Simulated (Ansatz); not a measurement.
# C₈H₁₂Si: a ladder of functionals and wavefunction methods

An exercise on one series of results from a longer session: the logs are not shown, and one member is left open.

Program: Ansatz 0.2.0, Gaussian basis. Level of theory: functionals in def2-TZVPP, the program's frozen cores in correlated methods. These are calculated values, not measurements.

Levels to be run: LDA (SPW92), PBE-D4, revPBE-D4, BLYP-D4, r2SCAN-D4, B97M-V, PBE0-D4, B3LYP-D4, r2SCANh-D4, r2SCAN0-D4, BHLYP-D4, CAM-B3LYP-D4, LC-ωPBE, ωB97X-V; CCSD(T)/def2-SVP; MP2/def2-TZVPP; MP2/def2-QZVPP; RPA on PBE.

5 further runs of the same task are left out: 3 for a known fault of the program, 2 that didn't finish.

**The geometry**

An earlier PBE0-D4 in a triple-zeta def2 set relaxation fixed the geometry.

SMILES `C=C[Si](C=C)(C=C)C=C`, 21 atoms, charge 0, spin multiplicity 1.

Atoms are counted from 1 here; the program's logs count them from 0.

Bond lengths: C1–C2 1.330 Å, C1–H10 1.087 Å, C1–H11 1.086 Å, C2–Si3 1.867 Å, C2–H12 1.090 Å, Si3–C4 1.867 Å, Si3–C6 1.867 Å, Si3–C8 1.867 Å, C4–C5 1.331 Å, C4–H13 1.090 Å, C5–H14 1.086 Å, C5–H15 1.087 Å, C6–C7 1.330 Å, C6–H16 1.091 Å, C7–H17 1.087 Å, C7–H18 1.087 Å, C8–C9 1.330 Å, C8–H19 1.091 Å and more. Angles: C2–C1–H10 122.1°, C2–C1–H11 121.8°, H10–C1–H11 116.1°, C1–C2–Si3 124.9°, C1–C2–H12 117.6°, Si3–C2–H12 117.6°, C2–Si3–C4 111.7°, C2–Si3–C6 109.1°, C2–Si3–C8 109.2°, C4–Si3–C6 109.3°, C4–Si3–C8 109.1°, C6–Si3–C8 108.3°, Si3–C4–C5 124.8°, Si3–C4–H13 117.6°, C5–C4–H13 117.6°, C4–C5–H14 121.8°, C4–C5–H15 122.1°, H14–C5–H15 116.1° and more.

The first run:

Contents of in.yaml:

```yaml
crystal:
  periodic: [false, false, false]
  atoms:
    - {symbol: C, position_ang: [-2.290319, 0.634740, 1.034139]}
    - {symbol: C, position_ang: [-1.600312, 0.583347, -0.102246]}
    - {symbol: Si, position_ang: [0.204457, 0.123193, -0.235548]}
    - {symbol: C, position_ang: [0.714080, -1.070616, 1.106879]}
    - {symbol: C, position_ang: [-0.080905, -1.990438, 1.647439]}
    - {symbol: C, position_ang: [0.513738, -0.655677, -1.904369]}
    - {symbol: C, position_ang: [0.896642, -1.916888, -2.083282]}
    - {symbol: C, position_ang: [1.244853, 1.668569, -0.106824]}
    - {symbol: C, position_ang: [0.763274, 2.872310, 0.190521]}
    - {symbol: H, position_ang: [-3.336872, 0.927137, 1.062598]}
    - {symbol: H, position_ang: [-1.838109, 0.383608, 1.989457]}
    - {symbol: H, position_ang: [-2.122594, 0.847769, -1.021746]}
    - {symbol: H, position_ang: [1.743926, -1.023425, 1.460705]}
    - {symbol: H, position_ang: [-1.119771, -2.096359, 1.347526]}
    - {symbol: H, position_ang: [0.267448, -2.677203, 2.414643]}
    - {symbol: H, position_ang: [0.375570, -0.034997, -2.790506]}
    - {symbol: H, position_ang: [1.067053, -2.336729, -3.071248]}
    - {symbol: H, position_ang: [1.052526, -2.586558, -1.241990]}
    - {symbol: H, position_ang: [2.316157, 1.580048, -0.291276]}
    - {symbol: H, position_ang: [1.399081, 3.751307, 0.257522]}
    - {symbol: H, position_ang: [-0.294523, 3.027364, 0.384509]}
basis:
  gaussian: {orbitals: def2-TZVPP}
hamiltonian: {xc: lda}
output: {orbitals: {seedname: orbitals}}
```

Run with:

```bash
> ansatz run in.yaml --threads 2 --pin off --events-out ev --progress --plain --max-ram 32768MiB --backend cuda --devices 0, --max-vram 18GiB
```

Among the steps run: LDA; PBE-D4 (GGA); revPBE-D4 (GGA); BLYP-D4 (GGA); r2SCAN-D4 (meta-GGA); B97M-V (meta-GGA); B3LYP-D4 (hybrid); r2SCANh-D4 (hybrid); r2SCAN0-D4 (hybrid); BHLYP-D4 (hybrid); CAM-B3LYP-D4 (range-separated); LC-ωPBE (range-separated); ωB97X-V (range-separated).

One table of the session follows, with a row left open; its other results are not shown here.

It belongs to the step «Orbital energies across the functionals». 

```
  functional  HOMO (eV)  gap (eV)
 LDA (SPW92)      -6.64      4.74
      PBE-D4      -6.48      4.83
   revPBE-D4      -6.41      4.87
     BLYP-D4      -6.32      4.84
   r2SCAN-D4      -6.69      5.23
      B97M-V      -6.69      5.28
     PBE0-D4      -7.59      6.92
    B3LYP-D4      -7.37      6.50
  r2SCANh-D4          ?         ?
  r2SCAN0-D4      -7.74      7.16
    BHLYP-D4      -8.53      8.96
CAM-B3LYP-D4      -8.91      9.39
     LC-ωPBE     -10.30     11.90
     ωB97X-V      -9.92     11.43
```

**Question.** Estimate the row for r2SCANh-D4.

Worked estimate for «HOMO (eV)». Against the share of exact exchange, r2SCAN-D4 (0, -6.69), r2SCAN0-D4 (0.25, -7.74) give a slope of -4.20 per unit share; at 0.1 the line stands at -7.11.

As computed: HOMO (eV): -7.11; gap (eV): 6.00. In «HOMO (eV)» the line misses by 0.00.
